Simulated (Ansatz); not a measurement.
# CHBS₂: up Jacob's ladder to CCSD(T)

An exercise on one series of results from a longer session: the logs are not shown, and one member is left open.

Computed with Ansatz 0.2.0, Gaussian basis. Level: functionals in def2-TZVPP, the program's frozen cores in correlated methods.

Levels to be run: LDA (SPW92), PBE-D4, revPBE-D4, BLYP-D4, r2SCAN-D4, B97M-V, PBE0-D4, B3LYP-D4, r2SCANh-D4, r2SCAN0-D4, HSE06-D4, BHLYP-D4, CAM-B3LYP-D4, LC-ωPBE, ωB97X-V, ωB97M-V, B2PLYP, PBE-QIDH; CCSD(T)/def2-SVP; CCSD(T)/def2-TZVPP; MP2/def2-QZVPP; extrapolation to the limit; RPA on PBE.

## Structure used throughout

All runs share one geometry, relaxed beforehand with PBE0-D4 in a triple-zeta def2 set.

SMILES `S=C1BS1`, 5 atoms, charge 0, spin multiplicity 1.

Atoms are counted from 1 here; the program's logs count them from 0.

Bond lengths: S1–C2 1.589 Å, C2–B3 1.488 Å, C2–S4 1.834 Å, B3–S4 1.761 Å, B3–H5 1.180 Å. Angles: S1–C2–B3 160.3°, S1–C2–S4 136.7°, B3–C2–S4 63.0°, C2–B3–S4 68.1°, C2–B3–H5 150.6°, S4–B3–H5 141.2°, C2–S4–B3 48.9°.

Set-up of the first run:

Input file in.yaml:

```yaml
crystal:
  periodic: [false, false, false]
  atoms:
    - {symbol: S, position_ang: [-0.641066, -1.709026, 1.332439]}
    - {symbol: C, position_ang: [-0.262434, -0.520636, 0.348548]}
    - {symbol: B, position_ang: [0.522069, 0.562878, -0.303611]}
    - {symbol: S, position_ang: [-1.077046, 0.388851, -1.020102]}
    - {symbol: H, position_ang: [1.508377, 1.204334, -0.398773]}
basis:
  gaussian: {orbitals: def2-TZVPP}
hamiltonian: {xc: lda}
output: {orbitals: {seedname: orbitals}}
```

Started as:

```
$ ansatz run in.yaml --threads 2 --pin off --events-out ev --progress --plain --max-ram 4352MiB
```

Among the steps run: LDA; PBE-D4 (GGA); revPBE-D4 (GGA); BLYP-D4 (GGA); r2SCAN-D4 (meta-GGA); B97M-V (meta-GGA); B3LYP-D4 (hybrid); r2SCANh-D4 (hybrid); r2SCAN0-D4 (hybrid); HSE06-D4 (hybrid); BHLYP-D4 (hybrid); CAM-B3LYP-D4 (range-separated); LC-ωPBE (range-separated); ωB97X-V (range-separated); ωB97M-V (range-separated); B2PLYP (double hybrid); PBE-QIDH (double hybrid).

One of the session's tables, all rows but one given; the rest of the session is left out.

It belongs to the step «Orbital energies across the functionals». 

| functional | HOMO (eV) | LUMO (eV) | gap (eV) |
| --- | --- | --- | --- |
| LDA (SPW92) | -5.63 | -4.22 | 1.41 |
| PBE-D4 | -5.49 | -4.02 | 1.47 |
| revPBE-D4 | -5.45 | -3.95 | 1.50 |
| BLYP-D4 | -5.32 | -3.83 | 1.49 |
| r2SCAN-D4 | -5.69 | -3.95 | 1.74 |
| B97M-V | -5.74 | -3.90 | 1.84 |
| PBE0-D4 | -6.59 | -3.23 | 3.36 |
| B3LYP-D4 | -6.36 | -3.37 | 2.98 |
| r2SCANh-D4 | -6.10 | -3.65 | 2.45 |
| r2SCAN0-D4 | -6.72 | -3.20 | 3.52 |
| HSE06-D4 | -6.20 | -3.61 | 2.59 |
| BHLYP-D4 | -7.54 | -2.25 | 5.29 |
| CAM-B3LYP-D4 | -7.80 | -2.12 | 5.68 |
| LC-ωPBE | ? | ? | ? |
| ωB97X-V | -8.78 | -1.14 | 7.64 |
| ωB97M-V | -8.61 | -1.15 | 7.45 |

Q: Estimate the row for LC-ωPBE from the others.

As computed: HOMO (eV): -9.13; LUMO (eV): -1.14; gap (eV): 7.99. In the column «HOMO (eV)» it is the lowest.
